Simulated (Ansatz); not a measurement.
# ClFH₂NSi radical: up Jacob's ladder to CCSD(T)

The task here is to estimate one member of a computed series from the others.

Method: functionals in def2-TZVPP, the program's frozen cores in correlated methods; program: Ansatz 0.2.0, Gaussian basis.

The runs, in order: LDA (SPW92), PBE-D4, revPBE-D4, BLYP-D4, r2SCAN-D4, B97M-V, PBE0-D4, B3LYP-D4, r2SCANh-D4, r2SCAN0-D4, HSE06-D4, BHLYP-D4, CAM-B3LYP-D4, LC-ωPBE, ωB97X-V, ωB97M-V, B2PLYP, PBE-QIDH; CCSD(T)/def2-SVP; CCSD(T)/def2-TZVPP; CCSD(T)/def2-QZVPP; extrapolation to the limit; RPA on PBE.

## The geometry

An earlier PBE0-D4 in a triple-zeta def2 set relaxation fixed the geometry.

SMILES `[NH][SiH](F)Cl`, 6 atoms, charge 0, spin multiplicity 2.

Atoms are counted from 1 here; the program's logs count them from 0.

Bond lengths: N1–Si2 1.728 Å, N1–H5 1.022 Å, Si2–F3 1.590 Å, Si2–Cl4 2.036 Å, Si2–H6 1.469 Å. Angles: Si2–N1–H5 115.8°, N1–Si2–F3 113.5°, N1–Si2–Cl4 106.0°, N1–Si2–H6 110.5°, F3–Si2–Cl4 108.6°, F3–Si2–H6 107.8°, Cl4–Si2–H6 110.4°.

Coordinates:

```xyz
6

N    -1.0239    0.8432   -0.3290
Si    0.1755   -0.3782   -0.0948
F     1.6559    0.1219   -0.3899
Cl    0.0516   -0.9187    1.8644
H    -0.7273    1.8010   -0.1340
H    -0.0898   -1.5332   -0.9628
```

The first run:

The input, in.yaml:

```yaml
crystal:
  periodic: [false, false, false]
  atoms:
    - {symbol: N, position_ang: [-1.023899, 0.843182, -0.329031]}
    - {symbol: Si, position_ang: [0.175546, -0.378211, -0.094821]}
    - {symbol: F, position_ang: [1.655869, 0.121918, -0.389902]}
    - {symbol: Cl, position_ang: [0.051606, -0.918728, 1.864394]}
    - {symbol: H, position_ang: [-0.727290, 1.801043, -0.134026]}
    - {symbol: H, position_ang: [-0.089832, -1.533202, -0.962813]}
basis:
  gaussian: {orbitals: def2-TZVPP}
magnetization: {spin_polarized: true, initial_magnetization: 1}
hamiltonian: {xc: lda}
output: {orbitals: {seedname: orbitals}}
```

Started as:

```sh
> ansatz run in.yaml --threads 2 --pin off --events-out ev --progress --plain --max-ram 32768MiB --backend cpu
```

Steps of the session up to this table: LDA; PBE-D4 (GGA); revPBE-D4 (GGA); BLYP-D4 (GGA); r2SCAN-D4 (meta-GGA); B97M-V (meta-GGA); PBE0-D4 (hybrid); B3LYP-D4 (hybrid); r2SCANh-D4 (hybrid); r2SCAN0-D4 (hybrid); HSE06-D4 (hybrid); BHLYP-D4 (hybrid); CAM-B3LYP-D4 (range-separated); LC-ωPBE (range-separated); ωB97X-V (range-separated); ωB97M-V (range-separated); B2PLYP (double hybrid); PBE-QIDH (double hybrid).

One table of the session follows, with a row left open; its other results are not shown here.

It belongs to the step «Orbital energies across the functionals». 

```
  functional  HOMO (eV)  LUMO (eV)  gap (eV)
 LDA (SPW92)      -7.28      -6.21      1.07
      PBE-D4      -7.21      -5.59      1.61
   revPBE-D4      -7.15      -5.43      1.72
     BLYP-D4      -7.09      -5.55      1.53
   r2SCAN-D4          ?          ?         ?
      B97M-V      -7.69      -5.06      2.62
     PBE0-D4      -8.79      -4.11      4.68
    B3LYP-D4      -8.52      -4.59      3.93
  r2SCANh-D4      -8.16      -4.43      3.73
  r2SCAN0-D4      -9.03      -3.66      5.37
    HSE06-D4      -8.38      -4.51      3.87
    BHLYP-D4     -10.24      -2.69      7.56
CAM-B3LYP-D4     -10.27      -3.01      7.26
     LC-ωPBE     -11.74      -1.49     10.25
     ωB97X-V     -11.32      -1.94      9.38
     ωB97M-V     -11.16      -2.03      9.13
```

Estimate the missing values for r2SCAN-D4.

Worked estimate for «HOMO (eV)». Against the share of exact exchange, r2SCANh-D4 (0.1, -8.16), r2SCAN0-D4 (0.25, -9.03) give a slope of -5.80 per unit share; at 0 the line stands at -7.58.

The run gave: HOMO (eV): -7.58; LUMO (eV): -4.95; gap (eV): 2.63. In «HOMO (eV)» the line misses by 0.00.
